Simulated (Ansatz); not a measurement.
# PBE-QIDH/cc-pVDZ run of CHFGaN (SMILES N#[C][GaH][F])

What is the energy change on altering one bond length of CHFGaN at PBE-QIDH/cc-pVDZ? 

The results are computed with Ansatz 0.2.0.

126 further runs of the same task are left out: 126 set aside as unsound or not needed.

## 1. Starting point

CHFGaN has 5 atoms, charge 0, and is taken as a singlet. As SMILES, `N#[C][GaH][F]`. The coordinates come from a PBE0-D4/def2-TZVP relaxation.

Bond lengths: N1–C2 1.152 Å, C2–Ga3 1.931 Å, Ga3–F4 1.741 Å, Ga3–H5 1.539 Å. Angles: N1–C2–Ga3 177.5°, C2–Ga3–F4 112.3°, C2–Ga3–H5 127.5°, F4–Ga3–H5 120.2°.

## 2. A single-point energy at PBE-QIDH/cc-pVDZ

Input file job.yaml:

```yaml
crystal:
  periodic: [false, false, false]
  atoms:
    - symbol: N
      position_ang: [1.214000, -1.657200, 1.266000]
    - symbol: C
      position_ang: [0.641000, -0.864700, 0.656300]
    - symbol: Ga
      position_ang: [-0.259700, 0.519000, -0.345500]
    - symbol: F
      position_ang: [-1.724700, -0.053500, -1.092600]
    - symbol: H
      position_ang: [0.179200, 1.982700, -0.525600]
basis:
  gaussian:
    orbitals: cc-pVDZ
hamiltonian:
  xc: {name: PBE-QIDH}
correlation:
  frozen_orbitals: {C: 1, F: 1, Ga: 9, H: 0, "N": 1}
accuracy: high
output: {orbitals: {seedname: orbitals}}
```

Launch:

```
$ ansatz run job.yaml --threads 1 --pin off --max-ram 3480MiB --events-out events.jsonl --progress --plain --runs-dir runs
```

The log of the run:

```text
Warning: RAYON_NUM_THREADS=1 ignored (pool sized by the plan → 1); use --threads N
Functional definition: PBE-QIDH
  name "PBE-QIDH"
  parameter a = 3^(-1/3)
  parameter c = 1/3
  exchange = (1 - a)*pbe_x + a*exact_x
  correlation = (1 - c)*pbe_c + c*(mp2_os + mp2_ss)
1569 factors; integrals over basis functions are off by at most 4.4e-9 eV
mean field evaluation 1: about -57603.5901 eV, gradient 4.1e1 eV
mean field evaluation 2: about -57603.7054 eV, gradient 4.1e1 eV
mean field evaluation 4: about -57607.2713 eV, gradient 4.6e0 eV
mean field evaluation 8: about -57607.3335 eV, gradient 5.6e-1 eV
mean field evaluation 16: about -57607.3343 eV, gradient 1.1e-4 eV
mean field -57607.33429665 eV, -2117.0304877483 hartree, gradient 5.1e-8 eV, S^2 0.000000; 0 other end points of the search recorded, 0 dependent functions left out
12 core orbitals not correlated: weight in the atoms' cores, before any rotation towards them, 1.000 or more for the frozen orbitals, at most 0.000 for the correlated occupied ones
reference -57607.33429773 eV, -2117.0304877880 hartree; 15, 15 occupied and 47, 47 virtual orbitals, 1569 factors
second order -16.94092793 eV of doubles, -0.00000000 eV of singles
Total energy: -57612.98127371 eV, -2117.2380103275 hartree
```

Wall time 7.5 s (1 thread of Arm Neoverse V2, shared host); peak memory 0.22 GiB.

## 3. The distorted shape

Input file job.yaml:

```yaml
crystal:
  periodic: [false, false, false]
  atoms:
    - {symbol: N, position_ang: [1.148155, -1.876790, 1.293019]}
    - {symbol: C, position_ang: [0.575155, -1.084290, 0.683319]}
    - {symbol: Ga, position_ang: [-0.325545, 0.299410, -0.318481]}
    - {symbol: F, position_ang: [-1.790545, -0.273090, -1.065581]}
    - {symbol: H, position_ang: [0.179200, 1.982700, -0.525600]}
basis:
  gaussian:
    orbitals: cc-pVDZ
output: {orbitals: {seedname: orbitals}}
hamiltonian:
  xc: {name: PBE-QIDH}
accuracy: high
correlation:
  frozen_orbitals: {C: 1, F: 1, Ga: 9, H: 0, "N": 1}
```

Launch:

```
$ ansatz run job.yaml --threads 1 --pin off --max-ram 3480MiB --events-out events.jsonl --progress --plain --runs-dir runs
```

The log of the run:

```text
Warning: RAYON_NUM_THREADS=1 ignored (pool sized by the plan → 1); use --threads N
[... 6 set-up lines as earlier in the session ...]
1564 factors; integrals over basis functions are off by at most 4.4e-9 eV
mean field evaluation 1: about -57603.2258 eV, gradient 4.1e1 eV
mean field evaluation 2: about -57603.3400 eV, gradient 4.1e1 eV
mean field evaluation 4: about -57606.9223 eV, gradient 4.6e0 eV
mean field evaluation 8: about -57606.9851 eV, gradient 5.7e-1 eV
mean field evaluation 16: about -57606.9860 eV, gradient 1.1e-4 eV
mean field -57606.98595866 eV, -2117.0176865633 hartree, gradient 5.3e-8 eV, S^2 0.000000; 0 other end points of the search recorded, 0 dependent functions left out
12 core orbitals not correlated: weight in the atoms' cores, before any rotation towards them, 1.000 or more for the frozen orbitals, at most 0.000 for the correlated occupied ones
reference -57606.98595974 eV, -2117.0176866028 hartree; 15, 15 occupied and 47, 47 virtual orbitals, 1564 factors
second order -16.97965316 eV of doubles, -0.00000000 eV of singles
Total energy: -57612.64584412 eV, -2117.2256835176 hartree
```

It took 7.2 s on 1 thread of Arm Neoverse V2, shared host; peak memory 0.22 GiB.

## 4. Summary of results

At PBE-QIDH/cc-pVDZ, 12 core orbitals frozen:

```
                                                          quantity           value
                                         first shape: total energy  -2117.23801 Eh
                    first shape: HOMO energy (SCF part's orbitals)       -12.19 eV
                    first shape: LUMO energy (SCF part's orbitals)        -0.85 eV
                  first shape: HOMO–LUMO gap (SCF part's orbitals)        11.34 eV
                                     distorted shape: total energy  -2117.22568 Eh
                distorted shape: HOMO energy (SCF part's orbitals)       -11.99 eV
                distorted shape: LUMO energy (SCF part's orbitals)        -0.90 eV
              distorted shape: HOMO–LUMO gap (SCF part's orbitals)        11.09 eV
energy change with the Ga3–H5 bond stretched from 1.539 to 1.770 Å        0.335 eV
```

**Reading.** With the Ga3–H5 bond stretched from 1.539 to 1.770 Å the energy rises by 0.34 eV (7.7 kcal/mol). The first shape isn't relaxed at this level, so the change isn't measured from a minimum.
